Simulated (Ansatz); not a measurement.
Ge, space group Cmcm, a convergence test of the k-point mesh

With the Python package of Ansatz (0.2.0).

The cells in order, each with its output:

```python
import ansatz
import matplotlib.pyplot as plt
```

```python
ge = (
    ansatz.Lattice.from_parameters(2.991106, 2.991106, 4.727596, alpha=90.0, beta=90.0, gamma=120.33151)
    .atom('Ge', [0.66655, 0.33345, 0.25])
    .atom('Ge', [0.33345, 0.66655, 0.75])
)
```

```python
ge.resolved().sites[-1]
```

    Site(symbol='Ge', position=(0.33345, 0.66655, 0.75), moment=None, axis=None, held=None, saved=None)

```python
calculation = (
    ge.calculation()
    .pseudopotentials('paw')
    .occupations('gaussian', width=0.1)
    .basis(21 * ansatz.Ha)
    .functional(ansatz.Functional.PBESOL)
    .forces()
    .stress()
)
```

```python
rows = []
for value in [(3, 3, 2), (4, 4, 2), (5, 5, 3), (7, 7, 4), (9, 9, 5), (11, 11, 6)]:
    rep = calculation.kpoints(mesh=value).run(threads=1, pin='off').report
    rows.append((value, rep['free_energy_ev'] / len(rep['lattice']['sites']), rep['n_iterations'], sum(rep['stress_gpa'][i][i] for i in range(3)) / 3, max(abs(f) for row in rep['forces_ev_ang'] for f in row), rep['n_kpoints']))
```

```python
print('        mesh   F/atom (eV)    iterations       P (GPa)  max component (eV/A)      k-points')
for row in rows:
    print(f'{str(row[0]):>12s}  {row[1]:12.5f}  {row[2]:12d}  {row[3]:12.3f}  {row[4]:20.4f}  {row[5]:12d}')
```

            mesh   F/atom (eV)    iterations       P (GPa)  max component (eV/A)      k-points
       (3, 3, 2)   -4253.68925             6        -4.841                0.0315             8
       (4, 4, 2)   -4253.27688             6        -3.713                0.0111            14
       (5, 5, 3)   -4253.18653             6         1.259                0.0200            18
       (7, 7, 4)   -4253.20737             6         1.745                0.0115            48
       (9, 9, 5)   -4253.22190             6        -0.278                0.0023            75
     (11, 11, 6)   -4253.22555             6         0.365                0.0059           144

```python
for row in rows[:-1]:
    shift = 1000 * (row[1] - rows[-1][1])
    print(f'{row[0]}: {shift:+.2f} meV/atom' + ('  (within 5 meV)' if abs(shift) < 5 else ''))
plt.figure(figsize=(4.5, 3))
plt.plot([str(row[0]) for row in rows], [1000 * (row[1] - rows[-1][1]) for row in rows], 'o-')
plt.xlabel('mesh')
plt.ylabel('F - F(last) (meV/atom)')
plt.tight_layout()
plt.savefig('kconv.png', dpi=100)
```

    (3, 3, 2): -463.70 meV/atom
    (4, 4, 2): -51.33 meV/atom
    (5, 5, 3): +39.02 meV/atom
    (7, 7, 4): +18.18 meV/atom
    (9, 9, 5): +3.65 meV/atom  (within 5 meV)

From 9×9×5 on it stays within 5 meV an atom of the value at 11×11×6; the first row (3×3×2) is off by 463.7 meV and the last but one by 3.65 meV. That rests on few rows after larger swings, so the series isn't shown to be converged. This holds for F at a smearing of 0.1 eV; a narrower one needs a denser mesh. It goes up and down, since the sum over k-points isn't variational. The pressure moves from -4.84 to 0.37 GPa.

Reading the output:
- Within a few hundredths of an angstrom the cell has the higher group P6_3/mmc; the lower one is a small distortion.
- Pressure is positive in compression.
- This isn't the structure that Ge takes at ambient conditions.
- Shifts are counted from the finest mesh, which is itself no proven limit.
- The whole script took 15 s on 1 thread of Intel(R) Xeon(R) Processor @ 2.30GHz, on a shared host, peak memory 0.62 GiB.
